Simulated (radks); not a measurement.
**Valence configurations of Mn**

Aim: which of several valence configurations of Mn lies lowest at this level, and whether it is the one NIST lists ([Ar] 3d5 4s2).

Program: radks (a radial shooting solver on a logarithmic mesh, Libxc functionals) version 1. Level of theory: Dirac Kohn-Sham, PBEsol, spin-unpolarised, spherical densities, point nucleus; open shells fill j = l - 1/2 first. These are calculated values, not measurements, unless marked.

## 1. What is computed

```
element       : manganese (Z = 25)
charge        : 0
electrons     : 25
configuration : [Ar] 3d5 4s2
others tried  : 3d5 4s1 4p1; 3d5 4s1.5 4p0.5; 3d4 4s2 4p1; 3d3 4s2 4p2; 3d3 4s1.5 4p2.5; 3d6 4s1; 3d4.5 4s2 4p0.5; 3d7; 3d6 4p1
```

## 2. [Ar] 3d5 4s2

The run's settings:

```text
Z 25
configuration [Ar] 3d5 4s2
relativity Dirac
functional pbe_sol,pbe_sol
spin unpolarised
j_filling energy
nucleus point
c 137.035999084
```

## 3. [Ar] 3d5 4s1 4p1

Input: that of step 2 with these lines changed.

```diff
@@ -1,3 +1,3 @@
 Z 25
-configuration [Ar] 3d5 4s2
+configuration [Ar] 3d5 4s1 4p1
 relativity Dirac
```

## 4. [Ar] 3d5 4s1.5 4p0.5

Input: that of step 3 with these lines changed.

```diff
@@ -1,3 +1,3 @@
 Z 25
-configuration [Ar] 3d5 4s1 4p1
+configuration [Ar] 3d5 4s1.5 4p0.5
 relativity Dirac
```

## 5. [Ar] 3d4 4s2 4p1

Input: that of step 4 with these lines changed.

```diff
@@ -1,3 +1,3 @@
 Z 25
-configuration [Ar] 3d5 4s1.5 4p0.5
+configuration [Ar] 3d4 4s2 4p1
 relativity Dirac
```

## 6. [Ar] 3d3 4s2 4p2

Input: that of step 5 with these lines changed.

```diff
@@ -1,3 +1,3 @@
 Z 25
-configuration [Ar] 3d4 4s2 4p1
+configuration [Ar] 3d3 4s2 4p2
 relativity Dirac
```

## 7. [Ar] 3d3 4s1.5 4p2.5

Input: that of step 6 with these lines changed.

```diff
@@ -1,3 +1,3 @@
 Z 25
-configuration [Ar] 3d3 4s2 4p2
+configuration [Ar] 3d3 4s1.5 4p2.5
 relativity Dirac
```

## 8. [Ar] 3d6 4s1

Input: that of step 7 with these lines changed.

```diff
@@ -1,3 +1,3 @@
 Z 25
-configuration [Ar] 3d3 4s1.5 4p2.5
+configuration [Ar] 3d6 4s1
 relativity Dirac
```

## 9. [Ar] 3d4.5 4s2 4p0.5

Input: that of step 8 with these lines changed.

```diff
@@ -1,3 +1,3 @@
 Z 25
-configuration [Ar] 3d6 4s1
+configuration [Ar] 3d4.5 4s2 4p0.5
 relativity Dirac
```

## 10. [Ar] 3d7

Input: that of step 9 with these lines changed.

```diff
@@ -1,3 +1,3 @@
 Z 25
-configuration [Ar] 3d4.5 4s2 4p0.5
+configuration [Ar] 3d7
 relativity Dirac
```

## 11. [Ar] 3d6 4p1

Input: that of step 10 with these lines changed.

```diff
@@ -1,3 +1,3 @@
 Z 25
-configuration [Ar] 3d7
+configuration [Ar] 3d6 4p1
 relativity Dirac
```

**Question.** What will these runs give? Wanted: for each run, valence; E − E(NIST configuration); highest level; its energy; 1s shift.

**Answer**, as computed:

| valence | E − E(NIST configuration) (eV) | highest level | its energy (eV) | 1s shift (eV) |
| --- | --- | --- | --- | --- |
| 3d6 4s1 | -0.296 | 3d5/2 | -3.326 | +4.16 |
| 3d5 4s2 | 0.000 | 4s1/2 | -5.121 | +0.00 |
| 3d7 | 1.258 | 3d5/2 | -1.423 | +6.49 |
| 3d5 4s1.5 4p0.5 | 1.899 | 4p1/2 | -1.778 | -0.83 |
| 3d6 4p1 | 3.034 | 4p1/2 | -1.729 | +2.64 |
| 3d4.5 4s2 4p0.5 | 3.236 | 4p1/2 | -2.037 | -3.55 |
| 3d5 4s1 4p1 | 3.850 | 4p1/2 | -2.133 | -1.60 |
| 3d4 4s2 4p1 | 7.699 | 4p1/2 | -2.642 | -7.41 |
| 3d3 4s2 4p2 | 20.918 | 4p1/2 | -3.773 | -16.04 |
| 3d3 4s1.5 4p2.5 | 23.617 | 4p3/2 | -3.945 | -16.72 |

**Reading.** Theory disagrees with NIST here: 3d6 4s1 comes out 0.296 eV lower. The energies are those of spherical spin-averaged densities, not of single terms. The 1s eigenvalue shifts by up to 16.72 eV as the valence charge is rearranged.
